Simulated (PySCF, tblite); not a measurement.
# C₄₀H₁₀: electronic excitations, NMR shifts

Aim: compute the electronic excitations, NMR shifts of C₄₀H₁₀.

Computed with tblite 0.8.0 and PySCF 2.14.0 and routines of our own; the level stands in each step. Atoms count from 0.

## 1. The starting structure

50 atoms, charge 0, multiplicity 1; geometry from: force field, distance geometry or constructed start.

## 2. Relaxing the molecule with GFN2-xTB

Job settings and geometry (Å):

```
{"job": {"kind": "relax", "xc": "GFN2-xTB", "basis": "xTB"}, "charge": 0, "multiplicity": 1}
C      2.925400    -0.113400     0.182400
C      2.628000    -0.685900    -1.092300
C      2.168300     0.345000    -1.942100
C      2.162300     1.568700    -1.210100
C      2.630100     1.279600     0.114100
C      2.054600     1.948400     1.227700
C      1.773800     1.226100     2.419600
C      2.066500    -0.165600     2.497700
C      2.639400    -0.838200     1.376500
C      2.060500    -2.138100     1.301800
C      1.771800    -2.715600     0.028500
C      2.055600    -1.992100    -1.162100
C      1.013200    -2.254800    -2.091300
C      0.550600    -1.220200    -2.956900
C      1.119500     0.086800    -2.877600
C      0.078300     1.033700    -3.066500
C      0.080600     2.252300    -2.332500
C      1.120500     2.512700    -1.400200
C      0.547600     3.185600    -0.277300
C      1.019200     2.901100     1.037800
C      0.084500     2.763600     2.106300
C      0.553400     1.726900     2.961300
C     -0.349000     0.849600     3.621900
C     -0.067300    -0.551400     3.687000
C      1.132700    -1.053000     3.108700
C      1.126200    -2.272000     2.372000
C     -0.062300    -3.018600     2.185300
C     -0.352800    -3.597100     0.918100
C      0.555200    -3.423000    -0.167700
C      0.088200    -3.139700    -1.475200
C     -1.300000    -3.020700    -1.756300
C     -1.773600    -1.984400    -2.612600
C     -0.848900    -1.071300    -3.193700
C     -1.134800     0.317900    -3.261300
C     -2.358600     0.846200    -2.765000
C     -2.359400     2.063500    -2.025600
C     -1.137800     2.750200    -1.792700
C     -0.847200     3.328700    -0.523500
C     -1.770800     3.229900     0.557400
C     -1.308700     2.953700     1.873000
H     -1.268800     1.233500     4.064100
H     -0.751800    -1.228400     4.193500
H     -0.752700    -3.153200     3.013100
H     -1.265800    -4.173400     0.773500
H     -2.014900    -3.721100    -1.308400
H     -2.839700    -1.892300    -2.828900
H     -3.294600     0.315800    -2.942400
H     -3.297300     2.467400    -1.634200
H     -2.836400     3.380600     0.378100
H     -2.009600     2.880100     2.701200
```

Started as:

```sh
$ OMP_NUM_THREADS=4 python large_run.py task.json out
```

The driver reads the jobs from task.json and runs them one after another.

Standard output:

```text
step      E/eV     max force
  0   -2465.48747    2.693
  1   -2466.40131    1.060
  2   -2466.66392    0.837
  3   -2467.02174    0.622
  4   -2467.10658    0.386
  5   -2467.15360    0.230
  6   -2467.18066    0.209
  7   -2467.21399    0.263
  8   -2467.24059    0.286
  9   -2467.27203    0.245
 10   -2467.30506    0.228
 11   -2467.33967    0.273
 12   -2467.37661    0.297
 13   -2467.42430    0.309
 14   -2467.48387    0.292
 15   -2467.53249    0.277
 16   -2467.55719    0.208
 17   -2467.57164    0.205
 18   -2467.58247    0.198
 19   -2467.59303    0.147
 20   -2467.60113    0.115
 21   -2467.60485    0.079
 22   -2467.60609    0.043
 23   -2467.60661    0.023
 24   -2467.60689    0.019
```

Wall time 1 s (4 threads of Arm Neoverse V1, shared host); peak memory 0.16 GiB.

Relaxation path:

| step | energy from step 0 (eV) | largest force (eV/Å) |
| --- | --- | --- |
| 0 | 0.0000 | 2.6933 |
| 1 | -0.9138 | 1.0607 |
| 2 | -1.1764 | 0.8366 |
| 3 | -1.5343 | 0.6218 |
| 4 | -1.6191 | 0.3861 |
| 5 | -1.6661 | 0.2302 |
| 6 | -1.6932 | 0.2093 |
| 7 | -1.7265 | 0.2630 |
| 8 | -1.7531 | 0.2861 |
| 9 | -1.7846 | 0.2458 |
| 10 | -1.8176 | 0.2283 |
| 11 | -1.8522 | 0.2725 |
| 12 | -1.8891 | 0.2965 |
| 13 | -1.9368 | 0.3087 |
| 14 | -1.9964 | 0.2917 |
| 15 | -2.0450 | 0.2771 |
| 16 | -2.0697 | 0.2073 |
| 17 | -2.0842 | 0.2049 |
| 18 | -2.0950 | 0.1977 |
| 20 | -2.1137 | 0.1148 |
| 21 | -2.1174 | 0.0792 |
| 22 | -2.1186 | 0.0433 |
| 23 | -2.1191 | 0.0234 |
| 24 | -2.1194 | 0.0193 |

Close pairs (by a distance rule), those that changed most:

| bond | before (Å) | after (Å) | change (Å) |
| --- | --- | --- | --- |
| C28–C29 | 1.417 | 1.478 | +0.061 |
| C32–C33 | 1.420 | 1.478 | +0.059 |
| C20–C21 | 1.423 | 1.478 | +0.055 |
| C24–C25 | 1.424 | 1.479 | +0.054 |
| C36–C37 | 1.425 | 1.479 | +0.054 |
| C2–C14 | 1.429 | 1.384 | -0.045 |
| C1–C11 | 1.428 | 1.384 | -0.044 |
| C0–C8 | 1.426 | 1.384 | -0.042 |

The final coordinates are the input of the step that follows.

## 3. Electronic excitations: TDA B3LYP/6-31G*

Job settings and geometry (Å):

```
{"job": {"kind": "uv", "basis": "6-31G*", "grid": 1, "kgrid": 0, "vcut": 1.5, "nstates": 6, "ntriplets": 2, "tda": true, "delta": ["ip_vertical"], "pop": true, "xc": "B3LYP"}, "charge": 0, "multiplicity": 1}
C      2.885653    -0.125528     0.207397
C      2.593143    -0.709093    -1.076526
C      2.119454     0.338626    -1.944002
C      2.119343     1.569545    -1.196244
C      2.593179     1.282829     0.133304
C      2.005753     1.913429     1.215931
C      1.693316     1.188380     2.411949
C      1.975133    -0.168304     2.483309
C      2.574746    -0.825646     1.359911
C      1.974541    -2.125346     1.294247
C      1.692452    -2.687305     0.057440
C      2.005250    -1.960345    -1.137300
C      0.939756    -2.231110    -2.056557
C      0.483654    -1.221704    -2.892227
C      1.084502     0.077508    -2.824695
C      0.018523     1.017288    -3.010110
C      0.018431     2.202877    -2.289488
C      1.084324     2.471494    -1.370187
C      0.483586     3.130107    -0.248166
C      0.940019     2.853706     1.032534
C      0.032006     2.792757     2.128535
C      0.518367     1.717781     3.019215
C     -0.182397     0.886446     3.878267
C      0.103943    -0.490434     3.950964
C      1.094742    -1.057068     3.165088
C      1.094377    -2.320631     2.397353
C      0.103314    -3.278931     2.256979
C     -0.183324    -3.848777     1.001563
C      0.517262    -3.469883    -0.132400
C      0.031358    -3.175454    -1.497332
C     -1.255675    -3.199239    -2.010434
C     -1.718663    -2.174550    -2.858352
C     -0.901490    -1.110989    -3.206598
C     -1.201766     0.334623    -3.282984
C     -2.381398     1.015156    -3.026525
C     -2.381300     2.218607    -2.295221
C     -1.201797     2.759773    -1.809210
C     -0.901576     3.358201    -0.490920
C     -1.718524     3.539565     0.613662
C     -1.255290     3.258255     1.913418
H     -1.074563     1.244599     4.372468
H     -0.582977    -1.121044     4.497623
H     -0.582899    -3.473687     3.069048
H     -1.075769    -4.451897     0.912038
H     -1.979658    -3.905339    -1.628640
H     -2.775365    -2.144132    -3.084148
H     -3.333979     0.545330    -3.227343
H     -3.334107     2.612709    -1.970767
H     -2.774988     3.727333     0.482687
H     -1.979438     3.243072     2.715674
```

Level: TDA B3LYP/6-31G*, vertical, gas phase, core orbitals frozen in the response, virtual orbitals cut by energy.

Standard output:

```text
start: PBE on a coarse grid of 45472 points
cycle   1  E = -1528.5318414932  dE =  8.948e+00  |g| = 8.802e-01  |ddm| = 9.275e+00
cycle   2  E = -1528.4015153442  dE =  1.303e-01  |g| = 1.167e+00  |ddm| = 2.740e+00
cycle   3  E = -1528.7049682378  dE = -3.035e-01  |g| = 3.949e-01  |ddm| = 1.986e+00
cycle   4  E = -1528.7370639744  dE = -3.210e-02  |g| = 2.239e-01  |ddm| = 6.948e-01
cycle   5  E = -1528.7514059034  dE = -1.434e-02  |g| = 5.069e-02  |ddm| = 3.156e-01
cycle   6  E = -1528.7518396767  dE = -4.338e-04  |g| = 3.027e-02  |ddm| = 9.139e-02
cycle   7  E = -1528.7521141289  dE = -2.745e-04  |g| = 8.483e-03  |ddm| = 5.009e-02
final grid: 202691 points
cycle   8  E = -1530.1050013492  dE = -1.252e-02  |g| = 2.971e-02  |ddm| = 5.405e-01
cycle   9  E = -1530.1045290553  dE =  4.723e-04  |g| = 5.074e-02  |ddm| = 9.271e-02
cycle  10  E = -1530.1052134940  dE = -6.844e-04  |g| = 1.306e-02  |ddm| = 7.608e-02
cycle  11  E = -1530.1052646504  dE = -5.116e-05  |g| = 6.773e-03  |ddm| = 2.622e-02
cycle  12  E = -1530.1052708613  dE = -6.211e-06  |g| = 2.243e-03  |ddm| = 9.355e-03
cycle  13  E = -1530.1052736965  dE = -2.835e-06  |g| = 5.281e-04  |ddm| = 3.409e-03
cycle  14  E = -1530.1052767915  dE = -3.095e-06  |g| = 1.243e-04  |ddm| = 7.618e-04
cycle  15  E = -1530.1052753696  dE =  1.422e-06  |g| = 2.699e-05  |ddm| = 1.904e-04
converged SCF energy = -1530.1052753696
Vertical ionisation energy (delta-SCF) = 6.2827 eV   <S^2> = 0.754

Static polarisability (au): isotropic 378.830, principal 297.560 419.413 419.517

Singlet excitations
state   eV       nm        f      main configurations
  1   1.3397    925.5   0.00000   H->L 0.99
  2   2.3719    522.7   0.00440   H->L+1 0.93
  3   2.3727    522.5   0.00434   H->L+2 0.92
  4   2.3730    522.5   0.00002   H-1->L 0.95
  5   2.3736    522.3   0.00002   H-2->L 0.95
  6   2.5413    487.9   0.00048   H-3->L 0.96

Triplet excitations (Tamm-Dancoff, eV): 0.9994 1.9444
```

Wall time 2 min (4 threads of Arm Neoverse V1, shared host); peak memory 3.7 GiB.

The orbitals next to the gap, with their largest atomic shares:

| orbital | eV | atoms |
| --- | --- | --- |
| HOMO−4 | -6.23 | C6 8 %, C0 7 %, C10 7 % |
| HOMO−3 | -6.23 | C13 8 %, C18 7 %, C1 7 % |
| HOMO−2 | -5.90 | C14 12 %, C11 11 %, C17 6 % |
| HOMO−1 | -5.90 | C5 13 %, C8 9 %, C17 8 % |
| HOMO | -4.99 | C24 5 %, C21 5 %, C36 5 % |
| LUMO | -3.03 | C36 4 %, C25 4 %, C33 4 % |
| LUMO+1 | -2.03 | C0 8 %, C2 8 %, C8 7 % |
| LUMO+2 | -2.02 | C1 9 %, C11 8 %, C4 6 % |
| LUMO+3 | -0.68 | C38 9 %, C31 9 %, C26 7 % |

With each of the 6 states as a Gaussian band of 0.4 eV half-width at 1/e, the curve within the window shown has maxima at 521 nm (ε 370) L/(mol cm). Beyond the last state computed it falls off for lack of states. The curve at chosen wavelengths:

```
  nm  ε (L/mol/cm)
 436           101
 479           286
 521           372
 564           303
 606           186
 649            95
 691            44
 734            19
 776             8
 819             4
 861             2
 904             1
 946             0
 989             0
1031             0
1074             0
1116             0
1159             0
1201             0
1244             0
1286             0
1329             0
1371             0
1414             0
1456             0
1499             0
```

Ground-state properties from the same run:

| property | computed |
| --- | --- |
| dipole moment (D) | 5.07 |
| polarisability (Å³) | 56.14 |
| HOMO–LUMO gap (eV) | 1.96 |
| −ε(HOMO) (eV) | 4.99 |

## 4. NMR shifts: GIAO KT3/pcSseg-1

The job, as its differences from that of step 3:

```diff
@@ -1,2 +1,2 @@
-{"job": {"kind": "uv", "basis": "6-31G*", "grid": 1, "kgrid": 0, "vcut": 1.5, "nstates": 6, "ntriplets": 2, "tda": true, "delta": ["ip_vertical"], "pop": true, "xc": "B3LYP"}, "charge": 0, "multiplicity": 1}
+{"job": {"kind": "nmr", "xc": "KT3", "basis": "pcSseg-1", "pop": false}, "charge": 0, "multiplicity": 1}
 C      2.885653    -0.125528     0.207397
```

Level: GIAO KT3/pcSseg-1 NMR shielding, non-relativistic, gas phase.

Standard output:

```text
start: PBE on a coarse grid of 45472 points
cycle   1  E = -1527.6089590300  dE =  8.879e+00  |g| = 8.489e-01  |ddm| = 9.146e+00
cycle   2  E = -1527.4741347521  dE =  1.348e-01  |g| = 1.152e+00  |ddm| = 2.715e+00
cycle   3  E = -1527.7671199850  dE = -2.930e-01  |g| = 3.712e-01  |ddm| = 1.993e+00
cycle   4  E = -1527.7923993597  dE = -2.528e-02  |g| = 2.247e-01  |ddm| = 6.282e-01
cycle   5  E = -1527.8066480884  dE = -1.425e-02  |g| = 4.794e-02  |ddm| = 2.961e-01
cycle   6  E = -1527.8069798860  dE = -3.318e-04  |g| = 3.118e-02  |ddm| = 8.511e-02
cycle   7  E = -1527.8072627639  dE = -2.829e-04  |g| = 8.002e-03  |ddm| = 5.230e-02
final grid: 428030 points
cycle   8  E = -1555.6574895973  dE = -8.864e-02  |g| = 4.920e-02  |ddm| = 1.417e+00
cycle   9  E = -1555.6545314879  dE =  2.958e-03  |g| = 1.110e-01  |ddm| = 2.161e-01
cycle  10  E = -1555.6576666927  dE = -3.135e-03  |g| = 3.505e-02  |ddm| = 1.677e-01
cycle  11  E = -1555.6580311693  dE = -3.645e-04  |g| = 1.273e-02  |ddm| = 5.904e-02
cycle  12  E = -1555.6580611893  dE = -3.002e-05  |g| = 8.106e-03  |ddm| = 2.139e-02
cycle  13  E = -1555.6580789740  dE = -1.778e-05  |g| = 5.866e-04  |ddm| = 1.024e-02
cycle  14  E = -1555.6580801652  dE = -1.191e-06  |g| = 3.835e-04  |ddm| = 1.502e-03
cycle  15  E = -1555.6580788283  dE =  1.337e-06  |g| = 9.427e-05  |ddm| = 5.731e-04
converged SCF energy = -1555.6580788283

GIAO shielding tensors (ppm)
atom      isotropic    diamagn.    paramagn.     s11        s22        s33       span
  0 C       33.425     282.678    -249.253    -37.043     -2.656    139.974    177.016
  1 C       33.481     282.694    -249.213    -36.946     -2.562    139.950    176.897
  2 C       33.445     282.690    -249.245    -37.030     -2.614    139.978    177.009
  3 C       33.440     282.693    -249.252    -37.049     -2.601    139.972    177.020
  4 C       33.472     282.735    -249.263    -36.998     -2.568    139.982    176.981
  5 C       29.646     279.291    -249.645    -32.532    -22.067    143.536    176.068
  6 C       40.094     280.183    -240.089    -27.809      2.669    145.422    173.231
  7 C       40.092     280.277    -240.186    -27.786      2.626    145.435    173.222
  8 C       29.648     279.202    -249.554    -32.563    -22.030    143.535    176.098
  9 C       40.136     280.340    -240.204    -27.720      2.685    145.443    173.162
 10 C       40.107     280.202    -240.096    -27.747      2.637    145.430    173.177
 11 C       29.602     279.282    -249.680    -32.624    -22.091    143.522    176.146
 12 C       40.102     280.294    -240.193    -27.756      2.638    145.423    173.178
 13 C       40.087     280.317    -240.229    -27.767      2.608    145.421    173.187
 14 C       29.649     279.296    -249.647    -32.571    -22.029    143.546    176.118
 15 C       40.108     280.307    -240.199    -27.745      2.625    145.443    173.188
 16 C       40.113     280.341    -240.228    -27.726      2.622    145.442    173.168
 17 C       29.677     279.248    -249.571    -32.537    -21.990    143.558    176.095
 18 C       40.097     280.230    -240.133    -27.843      2.676    145.457    173.300
 19 C       40.112     280.356    -240.245    -27.746      2.619    145.462    173.207
 20 C       69.637     277.216    -207.579    -26.101     84.898    150.114    176.216
 21 C       69.575     277.149    -207.574    -26.252     84.833    150.144    176.396
 22 C       68.584     262.141    -193.557    -10.390     51.020    165.122    175.511
 23 C       68.581     262.159    -193.577    -10.329     50.922    165.150    175.479
 24 C       69.612     277.200    -207.588    -26.183     84.918    150.102    176.285
 25 C       69.565     277.286    -207.722    -26.147     84.794    150.047    176.194
 26 C       68.623     262.081    -193.458    -10.246     50.959    165.156    175.402
 27 C       68.614     262.193    -193.579    -10.348     51.022    165.168    175.516
 28 C       69.596     277.145    -207.549    -26.176     84.865    150.100    176.276
 29 C       69.596     277.188    -207.592    -26.178     84.880    150.086    176.263
 30 C       68.595     262.195    -193.601    -10.321     50.979    165.126    175.447
 31 C       68.567     262.154    -193.587    -10.406     50.979    165.127    175.533
 32 C       69.585     277.240    -207.655    -26.163     84.827    150.092    176.255
 33 C       69.615     277.222    -207.607    -26.218     84.885    150.178    176.396
 34 C       68.649     262.179    -193.531    -10.253     51.077    165.123    175.376
 35 C       68.565     262.172    -193.607    -10.386     50.952    165.128    175.514
 36 C       69.585     277.228    -207.643    -26.130     84.849    150.036    176.166
 37 C       69.598     277.166    -207.568    -26.143     84.868    150.070    176.213
 38 C       68.599     262.200    -193.601    -10.307     50.955    165.149    175.456
 39 C       68.581     262.232    -193.651    -10.402     50.993    165.152    175.555
 40 H       24.687      37.599     -12.912     20.677     25.233     28.150      7.473
 41 H       24.691      37.602     -12.912     20.687     25.233     28.153      7.467
 42 H       24.698      37.597     -12.899     20.694     25.250     28.151      7.458
 43 H       24.690      37.619     -12.929     20.667     25.243     28.159      7.491
 44 H       24.690      37.600     -12.911     20.677     25.237     28.154      7.477
 45 H       24.687      37.603     -12.916     20.666     25.241     28.154      7.488
 46 H       24.696      37.591     -12.894     20.697     25.241     28.150      7.453
 47 H       24.685      37.588     -12.902     20.674     25.229     28.153      7.480
 48 H       24.687      37.597     -12.910     20.677     25.236     28.149      7.472
 49 H       24.688      37.625     -12.937     20.668     25.237     28.157      7.488
```

Run time: 51 s. Hardware: 4 threads of Arm Neoverse V1, shared host; peak memory 2.5 GiB.

The references, computed at this level on geometries of the same kind, shield at (ppm): $^{1}$H TMS 31.76, $^{13}$C TMS 184.7. Their shielding less the atom's gives the shift. The references are single molecules in the gas phase. Atoms listed in one row are averaged.

| atoms | environment | σ (ppm) | δ (ppm) |
| --- | --- | --- | --- |
| C5, C8, C11, C14, C17 | carbon bonded to 3 C | 29.6 | 155.1 |
| C0, C1, C2, C3, C4 | carbon bonded to 3 C | 33.5 | 151.3 |
| C6, C7, C9, C10, C12 and 5 more | carbon bonded to 3 C | 40.1 | 144.6 |
| C22, C23, C26, C27, C30 and 5 more | carbon bonded to 2 C, H | 68.6 | 116.1 |
| C20, C21, C24, C25, C28 and 5 more | carbon bonded to 3 C | 69.6 | 115.1 |
| H40, H41, H42, H43, H44 and 5 more | hydrogen on a carbon bonded to 2 C | 24.69 | 7.07 |

Ring of atoms C0, C1, C2, C3, C4: NICS(0) -0.1, NICS(1) -2.9, NICS(1)zz 8.4 ppm (means of both faces; NICS(1) differs between them: -8.1 and 2.2).

Ring of atoms C0, C1, C8, C9, C10, C11: NICS(0) -2.8, NICS(1) -4.4, NICS(1)zz 0.1 ppm (means of both faces; NICS(1) differs between them: -9.4 and 0.7).

The two faces differ (NICS(1)zz 3.3 and -3.1 ppm).

Ring of atoms C5, C6, C19, C20, C21: NICS(0) 11.1, NICS(1) 5.5, NICS(1)zz 26.2 ppm (means of both faces).

The two faces differ (NICS(1)zz 23.3 and 29.1 ppm).

## 5. Results

| quantity | value |
| --- | --- |
| lowest singlet (B3LYP/6-31G*) | 1.34 eV (925 nm), f = 0.000 |
| brightest single state of those computed | state 2, 2.37 eV, f = 0.004 |
| lowest triplet | 1.00 eV |
| vertical ionisation energy (ΔSCF) | 6.28 eV |
| $^{13}$C shifts against TMS (KT3/pcSseg-1, means over atoms taken as alike) | 155.1, 151.3, 144.6, 116.1, 115.1 ppm |
| $^{1}$H shifts against TMS (KT3/pcSseg-1, means over atoms taken as alike) | 7.07 ppm |

In words: The first singlet state (HOMO→LUMO 0.99) lies at 1.34 eV and is dark; of the 6 states computed, the strongest absorption comes from states 2 to 3 together at 2.37 eV. The lowest triplet lies 0.34 eV below the lowest singlet. The orbital energy would give 4.99 eV for ionisation, ΔSCF gives 6.28 eV. NICS(1)zz of 26 ppm above the planar ring from C5 marks a paratropic (antiaromatic) ring current.
